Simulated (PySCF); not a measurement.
# Gallium Isocyanide (CGaN): NMR shifts, electronic excitations and K edges in gas and solvents

Aim: compute the NMR shifts, electronic excitations and K edges of Gallium Isocyanide (CGaN) (`[C-]#[N+][Ga]`), and see what a dielectric continuum does where one was used.

Programs: PySCF 2.14.0, with density-fitted response routines of our own. Each step states its level of theory. These are calculated values for one molecule, in the gas phase or a continuum, unless marked as measured. Atoms are numbered from 0 throughout.

**1. Starting geometry**

3 atoms, charge 0, multiplicity 1; geometry from: GFN2-xTB.

Bonds of the start (Å): C0–N1 1.18, N1–Ga2 1.94.

**2. Relaxing the molecule at PBE0-D3(BJ)/def2-SVP**

What the job is given:

```
{"job": {"xc": "PBE0", "basis": "def2-SVP", "d3": "d3bj", "grid": 1, "kind": "geom"}, "charge": 0, "multiplicity": 1}
C     -1.296657    -0.501653    -0.003096
N     -0.226394    -0.003455    -0.010276
Ga     1.534533     0.812975     0.000819
```

The program printed:

```text
step   0  E = -2017.00956248  max force = 0.005475
step   1  E = -2017.00958152  max force = 0.000309
step   2  E = -2017.00958211  max force = 0.000088
optimisation converged
```

Wall time 8.9 s (1 thread, shared host).

Relaxation path:

| step | energy from step 0 (eV) | largest force component (eV/Å) |
| --- | --- | --- |
| 0 | 0.0000 | 0.2815 |
| 1 | -0.0005 | 0.0159 |
| 2 | -0.0005 | 0.0045 |

Close pairs (by a distance rule), those that changed most:

| bond | before (Å) | after (Å) | change (Å) |
| --- | --- | --- | --- |
| N1–Ga2 | 1.941 | 1.945 | +0.004 |
| C0–N1 | 1.181 | 1.183 | +0.003 |

The end geometry stands in the next job.

| at the end point | value |
| --- | --- |
| point group (found at 0.08 Å tolerance) | C∞v |
| rotational constants (GHz, main isotopes) | 4.005, 4.005 |
| dipole moment (D) | 3.81 |

**3. NMR shieldings: PBE0/pcSseg-1 in benzene**

What the job is given:

```
{"job": {"kind": "nmr", "xc": "PBE0", "basis": "pcSseg-1", "solvent": "benzene", "pop": true}, "charge": 0, "multiplicity": 1}
C     -1.308936    -0.501124    -0.002471
N     -0.231809    -0.011179    -0.006625
Ga     1.536599     0.798365    -0.009956
```

Level: GIAO PBE0/pcSseg-1 NMR shielding, non-relativistic, IEF-PCM benzene.

The program printed:

```text
coarse grid: 17720 points
cycle   1  E = -2017.0525147460  dE = -4.467e-01  |g| = 9.028e-01  |ddm| = 1.795e+00
cycle   2  E = -2017.0049467931  dE =  4.757e-02  |g| = 1.039e+00  |ddm| = 1.053e+00
cycle   3  E = -2017.1158144672  dE = -1.109e-01  |g| = 1.507e-01  |ddm| = 5.875e-01
cycle   4  E = -2017.1189930498  dE = -3.179e-03  |g| = 8.939e-02  |ddm| = 1.270e-01
cycle   5  E = -2017.1205521494  dE = -1.559e-03  |g| = 1.054e-03  |ddm| = 5.060e-02
cycle   6  E = -2017.1205524600  dE = -3.106e-07  |g| = 3.055e-04  |ddm| = 2.214e-03
final grid: 35496 points
cycle   7  E = -2017.1205477516  dE = -5.948e-09  |g| = 3.080e-04  |ddm| = 5.643e-04
cycle   8  E = -2017.1205477506  dE =  1.044e-09  |g| = 3.360e-04  |ddm| = 4.317e-04
cycle   9  E = -2017.1205477680  dE = -1.738e-08  |g| = 5.707e-05  |ddm| = 2.135e-04
cycle  10  E = -2017.1205477686  dE = -6.658e-10  |g| = 7.692e-06  |ddm| = 3.272e-05
converged SCF energy = -2017.1205477686

GIAO shielding tensors (ppm)
atom      isotropic    diamagn.    paramagn.     s11        s22        s33       span
  0 C        1.669     258.899    -257.230   -135.901   -135.894    276.801    412.701
  1 N      -20.357     336.596    -356.954   -206.811   -206.808    352.547    559.358
  2 Ga    1955.724    2636.004    -680.281   1613.589   1613.617   2639.966   1026.377
```

Wall time 11 s (1 thread, shared host).

The references, computed at this level on geometries of the same kind, shield at (ppm): 13C TMS 184.9, 15N NH3 267.0, 71Ga GaH4- 1700. Their shielding less the atom's gives the shift. The references are single molecules in the same continuum, so shifts against H2O, NH3, PH3, H3PO4 or CFCl3 are not on the usual liquid scales and can be off by tens of ppm. Shifts against hydride references such as AlH4− lie on their own scale.

| atoms | environment | σ (ppm) | δ (ppm) |
| --- | --- | --- | --- |
| C0 | isocyanide carbon | 1.7 | 183.2 |
| N1 | isocyanide nitrogen | -20.4 | 287.4 |
| Ga2 | Ga bonded to N | 1956 | -255 |

The run also stored atomic charges by several schemes (e):

| atoms | Mulliken | IAO | Hirshfeld | ESP fit |
| --- | --- | --- | --- | --- |
| C0 | -0.03 | -0.09 | -0.15 | -0.55 |
| N1 | -0.58 | -0.38 | -0.26 | 0.40 |
| Ga2 | 0.62 | 0.47 | 0.41 | 0.15 |

Mayer bond orders: C0–N1 2.44, N1–Ga2 0.50.

**4. Shielding tensors: PBE0/pcSseg-1 in dichloromethane**

What the job is given:

```
{"job": {"kind": "nmr", "xc": "PBE0", "basis": "pcSseg-1", "solvent": "dichloromethane", "pop": false}, "charge": 0, "multiplicity": 1}
C     -1.308936    -0.501124    -0.002471
N     -0.231809    -0.011179    -0.006625
Ga     1.536599     0.798365    -0.009956
```

Level: GIAO PBE0/pcSseg-1 NMR shielding, non-relativistic, IEF-PCM dichloromethane.

The program printed:

```text
coarse grid: 17720 points
cycle   1  E = -2017.0582531336  dE = -4.523e-01  |g| = 9.018e-01  |ddm| = 1.795e+00
cycle   2  E = -2017.0127583632  dE =  4.549e-02  |g| = 1.034e+00  |ddm| = 1.048e+00
cycle   3  E = -2017.1202018985  dE = -1.074e-01  |g| = 1.543e-01  |ddm| = 5.731e-01
cycle   4  E = -2017.1238350825  dE = -3.633e-03  |g| = 8.483e-02  |ddm| = 1.258e-01
cycle   5  E = -2017.1252085143  dE = -1.373e-03  |g| = 2.068e-03  |ddm| = 4.686e-02
cycle   6  E = -2017.1252092244  dE = -7.101e-07  |g| = 1.317e-03  |ddm| = 3.694e-03
final grid: 35496 points
cycle   7  E = -2017.1252045457  dE = -3.481e-08  |g| = 1.277e-03  |ddm| = 2.211e-03
cycle   8  E = -2017.1252043703  dE =  1.754e-07  |g| = 1.549e-03  |ddm| = 2.325e-03
cycle   9  E = -2017.1252049452  dE = -5.749e-07  |g| = 5.118e-04  |ddm| = 1.320e-03
cycle  10  E = -2017.1252049991  dE = -5.389e-08  |g| = 2.703e-05  |ddm| = 2.689e-04
cycle  11  E = -2017.1252049992  dE = -7.731e-11  |g| = 2.199e-06  |ddm| = 1.389e-05
converged SCF energy = -2017.1252049992

GIAO shielding tensors (ppm)
atom      isotropic    diamagn.    paramagn.     s11        s22        s33       span
  0 C        4.666     259.774    -255.108   -131.543   -131.536    277.077    408.620
  1 N      -20.900     336.210    -357.110   -207.544   -207.542    352.387    559.931
  2 Ga    1978.158    2635.784    -657.626   1647.311   1647.321   2639.842    992.531
```

It took 5.7 s on 1 thread, shared host.

Key values: δ C0 180.7, N1 289.1, Ga2 -283 ppm.

**5. TDDFT and polarisability: wB97X-D/def2-SVPD**

What the job is given:

```
{"job": {"kind": "uv", "xc": "wB97X-D", "basis": "def2-SVPD", "dynamic": true, "nstates": 6, "ntriplets": 0}, "charge": 0, "multiplicity": 1}
C     -1.308936    -0.501124    -0.002471
N     -0.231809    -0.011179    -0.006625
Ga     1.536599     0.798365    -0.009956
```

Method: TDDFT wB97X-D/def2-SVPD, vertical, gas phase, core orbitals frozen in the response.

The program printed:

```text
coarse grid: 17720 points
cycle   1  E = -2017.3659029523  dE = -4.824e-01  |g| = 4.461e-01  |ddm| = 2.322e+00
cycle   2  E = -2017.3631906287  dE =  2.712e-03  |g| = 5.048e-01  |ddm| = 1.080e+00
cycle   3  E = -2017.4020138030  dE = -3.882e-02  |g| = 6.241e-02  |ddm| = 4.616e-01
cycle   4  E = -2017.4028426032  dE = -8.288e-04  |g| = 2.589e-02  |ddm| = 8.710e-02
cycle   5  E = -2017.4029712453  dE = -1.286e-04  |g| = 5.884e-03  |ddm| = 3.052e-02
cycle   6  E = -2017.4029797164  dE = -8.471e-06  |g| = 8.715e-04  |ddm| = 8.601e-03
final grid: 35496 points
cycle   7  E = -2017.4032840609  dE = -4.029e-07  |g| = 1.003e-03  |ddm| = 5.186e-03
cycle   8  E = -2017.4032840361  dE =  2.482e-08  |g| = 1.161e-03  |ddm| = 2.088e-03
cycle   9  E = -2017.4032842098  dE = -1.737e-07  |g| = 1.265e-04  |ddm| = 1.076e-03
cycle  10  E = -2017.4032842138  dE = -3.964e-09  |g| = 6.488e-05  |ddm| = 2.010e-04
cycle  11  E = -2017.4032842152  dE = -1.460e-09  |g| = 1.028e-05  |ddm| = 2.203e-04
cycle  12  E = -2017.4032842153  dE = -4.684e-11  |g| = 1.736e-06  |ddm| = 3.277e-05
converged SCF energy = -2017.4032842153

Static polarisability (au): isotropic 47.686, principal 40.727 40.727 61.603

Singlet excitations
state   eV       nm        f      main configurations
  1   4.9008    253.0   0.13209   H->L 0.97
  2   4.9012    253.0   0.13213   H->L+1 0.97
  3   6.4118    193.4   0.00003   H-3->L+1 0.24, H-2->L 0.24, H-3->L 0.22
  4   6.4709    191.6   0.00069   H-2->L 0.25, H-3->L+1 0.25, H-3->L 0.22
  5   6.4713    191.6   0.00075   H-2->L+1 0.26, H-3->L 0.25, H-2->L 0.22
  6   6.4868    191.1   0.06681   H-1->L 0.94
```

Wall time 8.3 s (1 thread, shared host).

The orbitals next to the gap, with their largest atomic shares:

| orbital | eV | atoms |
| --- | --- | --- |
| HOMO−3 | -11.88 | N1 60 %, C0 34 %, Ga2 6 % |
| HOMO−2 | -11.88 | N1 60 %, C0 34 %, Ga2 6 % |
| HOMO−1 | -10.94 | C0 48 %, Ga2 34 %, N1 18 % |
| HOMO | -9.67 | Ga2 53 %, C0 34 %, N1 13 % |
| LUMO | -0.58 | Ga2 82 %, N1 11 %, C0 6 % |
| LUMO+1 | -0.58 | Ga2 82 %, N1 11 %, C0 6 % |
| LUMO+2 | 1.60 | Ga2 94 %, N1 5 % |

With each of the 6 states as a Gaussian band of 0.4 eV half-width at 1/e, the curve within the window shown has maxima at 253 nm (ε 11,000), 191 nm (ε 2,800) L/(mol cm). Beyond the last state computed it falls off for lack of states. The curve at chosen wavelengths:

nm, ε (L/mol/cm) and a bar:
```
      183       1573 ####
      187       2379 ######
      191       2760 #######
      196       2400 ######
      200       1709 ####
      204       1022 ##
      208        530 #
      212        268 
      217        230 
      221        455 #
      225        998 ##
      229       1968 #####
      233       3416 #########
      238       5747 ################
      242       7708 #####################
      246       9373 ##########################
      250      10423 #############################
      254      10686 ##############################
      259       9944 ############################
      263       8715 ########################
      267       7196 ####################
      271       5628 ###############
      275       4189 ###########
      280       2722 #######
      284       1843 #####
      288       1203 ###
```

Further results of this job:

| property | computed |
| --- | --- |
| dipole moment (D) | 4.04 |
| polarisability (Å³) | 7.07 |
| HOMO–LUMO gap (eV) | 9.09 |
| −ε(HOMO) (eV) | 9.67 |
| C6 with itself (au) | 610 |

**6. Ultraviolet spectrum: wB97X-D/def2-SVPD in benzene**

What the job is given:

```
{"job": {"kind": "uv", "xc": "wB97X-D", "basis": "def2-SVPD", "solvent": "benzene", "nstates": 6, "ntriplets": 0}, "charge": 0, "multiplicity": 1}
C     -1.308936    -0.501124    -0.002471
N     -0.231809    -0.011179    -0.006625
Ga     1.536599     0.798365    -0.009956
```

With the program's defaults for keys left out, this is: TDDFT wB97X-D/def2-SVPD, vertical, IEF-PCM benzene (non-equilibrium linear response), core orbitals frozen in the response.

The program printed:

```text
coarse grid: 17720 points
cycle   1  E = -2017.3733816068  dE = -4.897e-01  |g| = 4.429e-01  |ddm| = 2.323e+00
cycle   2  E = -2017.3691731311  dE =  4.208e-03  |g| = 5.047e-01  |ddm| = 1.060e+00
cycle   3  E = -2017.4077787251  dE = -3.861e-02  |g| = 5.990e-02  |ddm| = 4.475e-01
cycle   4  E = -2017.4085451306  dE = -7.664e-04  |g| = 2.497e-02  |ddm| = 8.457e-02
cycle   5  E = -2017.4086662845  dE = -1.212e-04  |g| = 5.702e-03  |ddm| = 3.311e-02
cycle   6  E = -2017.4086749458  dE = -8.661e-06  |g| = 8.980e-04  |ddm| = 1.030e-02
final grid: 35496 points
cycle   7  E = -2017.4089782549  dE = -5.663e-07  |g| = 9.664e-04  |ddm| = 5.908e-03
cycle   8  E = -2017.4089782655  dE = -1.067e-08  |g| = 1.109e-03  |ddm| = 2.243e-03
cycle   9  E = -2017.4089784270  dE = -1.615e-07  |g| = 1.212e-04  |ddm| = 1.074e-03
cycle  10  E = -2017.4089784321  dE = -5.063e-09  |g| = 9.120e-05  |ddm| = 3.235e-04
cycle  11  E = -2017.4089784349  dE = -2.774e-09  |g| = 1.001e-05  |ddm| = 3.244e-04
cycle  12  E = -2017.4089784349  dE = -4.093e-11  |g| = 2.058e-06  |ddm| = 3.674e-05
converged SCF energy = -2017.4089784349

Static polarisability (au): isotropic 54.166, principal 46.702 46.706 69.091

Singlet excitations
state   eV       nm        f      main configurations
  1   4.8823    253.9   0.19459   H->L 0.98
  2   4.8827    253.9   0.19465   H->L+1 0.98
  3   6.6914    185.3   0.03159   H-1->L 0.48, H-1->L+1 0.29
  4   6.6920    185.3   0.03629   H-1->L+1 0.52, H-1->L 0.37
  5   6.6952    185.2   0.00557   H-2->L 0.39, H-3->L+1 0.38, H-1->L+1 0.09
  6   6.7646    183.3   0.00002   H-3->L+1 0.47, H-2->L 0.46
```

Wall time 6.4 s (1 thread, shared host).

Key values: HOMO -9.52 eV, LUMO -0.25 eV; lowest singlet 4.88 eV.

**7. Excited states and response: wB97X-D/def2-SVPD in dichloromethane**

What the job is given:

```
{"job": {"kind": "uv", "xc": "wB97X-D", "basis": "def2-SVPD", "solvent": "dichloromethane", "nstates": 6, "ntriplets": 0}, "charge": 0, "multiplicity": 1}
C     -1.308936    -0.501124    -0.002471
N     -0.231809    -0.011179    -0.006625
Ga     1.536599     0.798365    -0.009956
```

Method: TDDFT wB97X-D/def2-SVPD, vertical, IEF-PCM dichloromethane (non-equilibrium linear response), core orbitals frozen in the response.

The program printed:

```text
coarse grid: 17720 points
cycle   1  E = -2017.3788471411  dE = -4.950e-01  |g| = 4.413e-01  |ddm| = 2.323e+00
cycle   2  E = -2017.3740796224  dE =  4.768e-03  |g| = 5.048e-01  |ddm| = 1.051e+00
cycle   3  E = -2017.4126620870  dE = -3.858e-02  |g| = 5.663e-02  |ddm| = 4.391e-01
cycle   4  E = -2017.4133546444  dE = -6.926e-04  |g| = 2.533e-02  |ddm| = 8.145e-02
cycle   5  E = -2017.4134860022  dE = -1.314e-04  |g| = 5.662e-03  |ddm| = 3.843e-02
cycle   6  E = -2017.4134961557  dE = -1.015e-05  |g| = 1.116e-03  |ddm| = 1.353e-02
cycle   7  E = -2017.4134972437  dE = -1.088e-06  |g| = 2.291e-04  |ddm| = 7.456e-03
final grid: 35496 points
cycle   8  E = -2017.4137991567  dE = -1.553e-07  |g| = 1.913e-04  |ddm| = 4.004e-03
cycle   9  E = -2017.4137991678  dE = -1.106e-08  |g| = 1.924e-04  |ddm| = 5.909e-04
cycle  10  E = -2017.4137991726  dE = -4.877e-09  |g| = 3.184e-05  |ddm| = 2.537e-04
cycle  11  E = -2017.4137991735  dE = -8.731e-10  |g| = 2.644e-05  |ddm| = 1.938e-04
converged SCF energy = -2017.4137991735

Static polarisability (au): isotropic 61.212, principal 53.853 53.857 75.927

Singlet excitations
state   eV       nm        f      main configurations
  1   4.9877    248.6   0.20028   H->L+1 0.89, H->L 0.10
  2   4.9879    248.6   0.20032   H->L 0.89, H->L+1 0.10
  3   6.8946    179.8   0.00000   H-2->L+1 0.43, H-3->L 0.43
  4   6.9750    177.8   0.02454   H-1->L+1 0.75, H->L+4 0.10
  5   6.9752    177.8   0.02456   H-1->L 0.75, H->L+5 0.10
  6   6.9926    177.3   0.00012   H-3->L 0.45, H-2->L+1 0.45
```

It took 7.1 s on 1 thread, shared host.

This run: HOMO -9.36 eV, LUMO 0.01 eV; lowest singlet 4.99 eV.

**8. Core excitations: BHandHLYP/def2-SVPD+aug-pcX-1**

What the job is given:

```
{"job": {"kind": "xas", "xc": "BHandHLYP", "basis": {"default": "aug-pcX-1", "H": "pcseg-1", "Ga": "def2-SVPD"}}, "charge": 0, "multiplicity": 1}
C     -1.308936    -0.501124    -0.002471
N     -0.231809    -0.011179    -0.006625
Ga     1.536599     0.798365    -0.009956
```

With the program's defaults for keys left out, this is: core-valence-separated TDA BHandHLYP/aug-pcX-1 H:pcseg-1 Ga:def2-SVPD, K edges, non-relativistic, gas phase.

The program printed:

```text
coarse grid: 17720 points
cycle   1  E = -2017.3368880174  dE = -4.463e-01  |g| = 3.657e-01  |ddm| = 2.157e+00
cycle   2  E = -2017.3352200872  dE =  1.668e-03  |g| = 4.128e-01  |ddm| = 1.198e+00
cycle   3  E = -2017.3628367215  dE = -2.762e-02  |g| = 6.351e-02  |ddm| = 4.499e-01
cycle   4  E = -2017.3635640981  dE = -7.274e-04  |g| = 3.144e-02  |ddm| = 8.381e-02
cycle   5  E = -2017.3637547302  dE = -1.906e-04  |g| = 3.302e-03  |ddm| = 2.580e-02
cycle   6  E = -2017.3637576376  dE = -2.907e-06  |g| = 1.099e-03  |ddm| = 4.558e-03
final grid: 35496 points
cycle   7  E = -2017.3637510365  dE = -1.042e-07  |g| = 9.590e-04  |ddm| = 2.029e-03
cycle   8  E = -2017.3637510607  dE = -2.417e-08  |g| = 8.979e-04  |ddm| = 1.790e-03
cycle   9  E = -2017.3637511559  dE = -9.521e-08  |g| = 8.587e-05  |ddm| = 8.717e-04
cycle  10  E = -2017.3637511573  dE = -1.450e-09  |g| = 2.331e-05  |ddm| = 7.959e-05
cycle  11  E = -2017.3637511574  dE = -1.023e-10  |g| = 8.269e-06  |ddm| = 3.028e-05
converged SCF energy = -2017.3637511574

C K edge
   eV          f      from atoms
  282.407   0.07318   C0
  282.407   0.07318   C0
  285.979   0.00738   C0
  285.979   0.00738   C0
  287.339   0.00360   C0
  287.797   0.00230   C0
  288.460   0.00415   C0
  288.482   0.00663   C0

N K edge
   eV          f      from atoms
  397.479   0.01058   N1
  397.479   0.01058   N1
  398.311   0.04182   N1
  398.311   0.04182   N1
  400.125   0.01221   N1
  401.030   0.00040   N1
  402.617   0.00015   N1
  402.617   0.00015   N1
```

Wall time 5.6 s (1 thread, shared host).

**9. Comparing the runs: NMR shifts**

Shifts (ppm), with basis size and wall time:

| run | C0 | N1 | Ga2 | functions | time |
| --- | --- | --- | --- | --- | --- |
| PBE0/pcSseg-1 in benzene | 183.2 | 287.4 | -255 | 75 | 11 s |
| PBE0/pcSseg-1 in dichloromethane | 180.7 | 289.1 | -283 | 75 | 5.7 s |

The continuum's effect on the ground state:

| solvent | ε | polarisation energy (Eh) | μ (D) |
| --- | --- | --- | --- |
| benzene | 2.27 | -0.0061 | 4.28 |
| dichloromethane | 8.93 | -0.0120 | 4.70 |

**10. Run by run: electronic excitations**

Excitations and ground-state properties, with basis size and wall time:

| run | lowest singlet (eV) | brightest (eV) | f | gap (eV) | α (Å³) | μ (D) | functions | time |
| --- | --- | --- | --- | --- | --- | --- | --- | --- |
| wB97X-D/def2-SVPD | 4.90 | 4.90 | 0.132 | 9.09 | 7.07 | 4.04 | 78 | 8.3 s |
| wB97X-D/def2-SVPD in benzene | 4.88 | 4.88 | 0.195 | 9.28 | 8.03 | 4.60 | 78 | 6.4 s |
| wB97X-D/def2-SVPD in dichloromethane | 4.99 | 4.99 | 0.200 | 9.37 | 9.07 | 5.06 | 78 | 7.1 s |

The continuum's effect on the ground state:

| solvent | ε | polarisation energy (Eh) | μ (D) |
| --- | --- | --- | --- |
| benzene | 2.27 | -0.0063 | 4.60 |
| dichloromethane | 8.93 | -0.0125 | 5.06 |

**11. Summary of results**

| quantity | value |
| --- | --- |
| point group | C∞v |
| rotational constants (main isotopes) | 4.00, 4.00 GHz |
| 13C shifts against TMS (PBE0/pcSseg-1, benzene) | 183.2 ppm |
| 15N shifts against NH3 (PBE0/pcSseg-1, benzene) | 287.4 ppm |
| 71Ga shifts against GaH4- (PBE0/pcSseg-1, benzene) | -255 ppm |
| lowest singlet (wB97X-D/def2-SVPD) | 4.90 eV (253 nm), f = 0.132 |
| brightest single state of those computed | state 2, 4.90 eV, f = 0.132 |
| C K edge | first line 282.41 eV, strongest 282.41 eV (f = 0.073) |
| N K edge | first line 397.48 eV, strongest 398.31 eV (f = 0.042) |
| range of the shift of Ga2 | -283 to -255 ppm |
| range of the lowest singlet | 4.88 to 4.99 eV |

In words: At PBE0/pcSseg-1: The largest span, 1026 ppm, is at Ga2, where the paramagnetic term is -680 ppm. The lowest singlet, at 4.90 eV, is HOMO→LUMO 0.97 and is bright; of the 6 states computed, the strongest absorption comes from states 1 to 2 together at 4.90 eV. At the C edge the strongest single line lifts a 1s electron of C0 into several orbitals, led by LUMO+1 (weight 0.41), and it is the first line. At the N edge the strongest single line lifts a 1s electron of N1 into several orbitals, led by LUMO+4 (weight 0.44), 0.8 eV above the first line. Absolute edge energies from this method are off by several eV; spacings are better. Across the 2 runs the shift of Ga2 moves most, between -283 (PBE0/pcSseg-1 in dichloromethane) and -255 ppm (PBE0/pcSseg-1 in benzene). The continuum holds electrostatics alone: no hydrogen bonds to the solvent, and the gas-phase geometry is kept. The lowest singlet runs from 4.88 eV (wB97X-D/def2-SVPD in benzene) to 4.99 eV (wB97X-D/def2-SVPD in dichloromethane), while the orbital gap spans 9.09 to 9.37 eV. The lowest state need not be the same one in every run. Spin-orbit coupling is left out, which matters for shieldings and couplings at and beside the heavy atoms.
